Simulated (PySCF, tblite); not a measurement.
# C₅H₉GeN: geometry, infrared bands and NMR shifts

What infrared bands and NMR shifts should C₅H₉GeN (`C#C[C@H]1[CH2][GeH2][CH2]N1`) show?

Computed with tblite 0.8.0 and PySCF 2.14.0, with density-fitted response routines of our own, on a single molecule in the gas phase. Atoms are numbered from 0 throughout.

## 1. The molecule as given

16 atoms, charge 0, multiplicity 1; geometry from: force field or distance geometry start.

Bonds of the start (Å): C0–C1 1.24, C1–C2 1.44, C2–C3 1.50, C3–Ge4 1.96, Ge4–C5 1.95, C5–N6 1.42, N6–C2 1.40, C0–H7 1.06, C2–H8 1.13, C3–H9 1.09, C3–H10 1.12, Ge4–H11 1.55, Ge4–H12 1.53, C5–H13 1.10, C5–H14 1.13, N6–H15 1.06.

## 2. Optimising the geometry with GFN2-xTB

The job: settings as JSON, then the geometry in Å.

```
{"job": {"kind": "relax", "xc": "GFN2-xTB", "basis": "xTB"}, "charge": 0, "multiplicity": 1}
C      2.695700    -0.427300     0.700200
C      1.691800    -0.317000    -0.017600
C      0.536000    -0.186400    -0.864400
C     -0.482000    -1.253200    -0.613900
Ge    -1.462200    -0.344800     0.823000
C     -0.874500     1.410000     0.202900
N     -0.020400     1.102700    -0.889200
H      3.555600    -0.513100     1.317700
H      0.917700    -0.400300    -1.907700
H     -1.169200    -1.432200    -1.443300
H     -0.044400    -2.193400    -0.201800
H     -2.989000    -0.535400     0.681600
H     -0.939100    -0.680100     2.222400
H     -0.396500     2.001100     1.004800
H     -1.789500     1.958900    -0.165800
H      0.762400     1.819400    -0.860500
```

Run with:

```console
OMP_NUM_THREADS=1 python probes_run.py task.json out
```

This one command runs all jobs of the session in turn.

**Question.** This job is followed by: GFN2-xTB harmonic vibrations, gas phase; GIAO PBE0/pcSseg-1 NMR shielding, non-relativistic, gas phase. What will the session give for the following? strongest single infrared mode (GFN2-xTB); zero-point energy (GFN2-xTB); 13C shifts against TMS (PBE0/pcSseg-1); 1H shifts against TMS (PBE0/pcSseg-1); 73Ge shifts against GeMe4 (PBE0/pcSseg-1); 15N shifts against NH3 (PBE0/pcSseg-1); surface potential, 1st and 99th percentile.

**Answer**, as computed:

| quantity | value |
| --- | --- |
| strongest single infrared mode (GFN2-xTB) | 2020 cm⁻¹, 515 km/mol |
| zero-point energy (GFN2-xTB) | 75.6 kcal/mol |
| 13C shifts against TMS (PBE0/pcSseg-1) | 90.1, 79.1, 51.2, 30.8, 18.7 ppm |
| 1H shifts against TMS (PBE0/pcSseg-1) | 4.33, 4.25, 3.96, 2.93, 2.92, 1.77, 1.39, 1.30, 1.04 ppm |
| 73Ge shifts against GeMe4 (PBE0/pcSseg-1) | -137 ppm |
| 15N shifts against NH3 (PBE0/pcSseg-1) | 67.2 ppm |
| surface potential, 1st and 99th percentile | -1.36 V and 1.36 V |

In words: The optimisation took 101 steps and gained 0.609 eV; among the close pairs (by a distance rule), C2–N6 changed most, from 1.404 to 1.462 Å. No mode is imaginary among the 42: a minimum at this level. The strongest single mode, at 2020 cm⁻¹, moves mainly H11 and H12. Unscaled tight-binding wavenumbers are off by several per cent, some by more. Its intensities can rank the bands wrongly. The most deshielded hydrogen is H8 (hydrogen on a propargylic sp3 CH bonded to N), at 4.33 ppm: its carbon carries N, which withdraws density. At PBE0/pcSseg-1: The widest tensor belongs to C1: span 312 ppm, with a paramagnetic part of -172 ppm. Spin-orbit coupling is left out, which matters for shieldings and couplings at and beside the heavy atoms.
